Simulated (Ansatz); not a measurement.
**C2H6AlNO: small, medium and large basis sets**

One table from this session's results is given with a row withheld; the runs are named, their logs left out.

The runs use Ansatz 0.2.0, Gaussian basis; one geometry, several basis sets.

Levels to be run: PBE0-D4/def2-SVP; ωB97M-V/def2-SVP; PBE0-D4/def2-QZVPP; ωB97M-V/def2-QZVPP; the functionals' def2-TZVPP values are taken from earlier runs.

### The relaxed structure

All runs share one geometry, relaxed beforehand with PBE0-D4 in a triple-zeta def2 set.

SMILES `CC1[NH][AlH][O]1`, 11 atoms, charge 0, spin multiplicity 1.

Atoms are counted from 1 here; the program's logs count them from 0.

Bond lengths: C1–C2 1.509 Å, C1–H6 1.094 Å, C1–H7 1.093 Å, C1–H8 1.092 Å, C2–N3 1.470 Å, C2–O5 1.430 Å, C2–H9 1.101 Å, N3–Al4 1.756 Å, N3–H10 1.002 Å, Al4–O5 1.730 Å, Al4–H11 1.569 Å. Angles: C2–C1–H6 110.6°, C2–C1–H7 109.8°, C2–C1–H8 110.1°, H6–C1–H7 108.8°, H6–C1–H8 108.5°, H7–C1–H8 109.0°, C1–C2–N3 114.3°, C1–C2–O5 111.1°, C1–C2–H9 109.8°, N3–C2–O5 101.8°, N3–C2–H9 111.2°, O5–C2–H9 108.4°, C2–N3–Al4 87.7°, C2–N3–H10 119.8°, Al4–N3–H10 152.4°, N3–Al4–O5 80.4°, N3–Al4–H11 143.4°, O5–Al4–H11 136.2° and more.

The first run:

Input file in.yaml:

```yaml
crystal:
  periodic: [false, false, false]
  atoms:
    - {symbol: C, position_ang: [-0.579227, 1.023924, -0.864867]}
    - {symbol: C, position_ang: [0.488472, 0.214200, -0.170454]}
    - {symbol: N, position_ang: [0.203813, -1.225999, -0.098797]}
    - {symbol: Al, position_ang: [0.256650, -1.078560, 1.650629]}
    - {symbol: O, position_ang: [0.580444, 0.563980, 1.213170]}
    - {symbol: H, position_ang: [-0.653224, 0.740756, -1.918534]}
    - {symbol: H, position_ang: [-1.545784, 0.851112, -0.385663]}
    - {symbol: H, position_ang: [-0.339880, 2.087901, -0.808161]}
    - {symbol: H, position_ang: [1.465022, 0.403254, -0.641472]}
    - {symbol: H, position_ang: [0.059453, -1.747699, -0.942576]}
    - {symbol: H, position_ang: [0.129658, -1.889869, 2.987226]}
basis:
  gaussian: {orbitals: def2-SVP}
hamiltonian: {xc: pbe0, dispersion: d4}
output: {orbitals: {seedname: orbitals}}
```

On the command line:

```
ansatz run in.yaml --threads 4 --pin off --events-out ev --progress --plain --max-ram 10444MiB
```

Steps of the session up to this table: PBE0-D4 in def2-SVP; ωB97M-V in def2-SVP; PBE0-D4 in def2-QZVPP; ωB97M-V in def2-QZVPP.

One table of the session follows, with a row left open; its other results are not shown here.

It belongs to the step «Density functionals: the series». 

```
functional       basis  HOMO (eV)  LUMO (eV)
   PBE0-D4    def2-SVP      -6.72      -0.11
   PBE0-D4  def2-TZVPP      -6.83      -0.37
   PBE0-D4  def2-QZVPP          ?          ?
   ωB97M-V    def2-SVP      -9.03       1.58
   ωB97M-V  def2-TZVPP      -9.17       1.17
   ωB97M-V  def2-QZVPP      -9.21       0.74
```

Q: Estimate the row for PBE0-D4, def2-QZVPP from the others.

**Answer.** HOMO (eV): -6.87; LUMO (eV): -0.51. In the column «HOMO (eV)» it lies between ωB97M-V, def2-SVP (-9.03) and PBE0-D4, def2-TZVPP (-6.83).
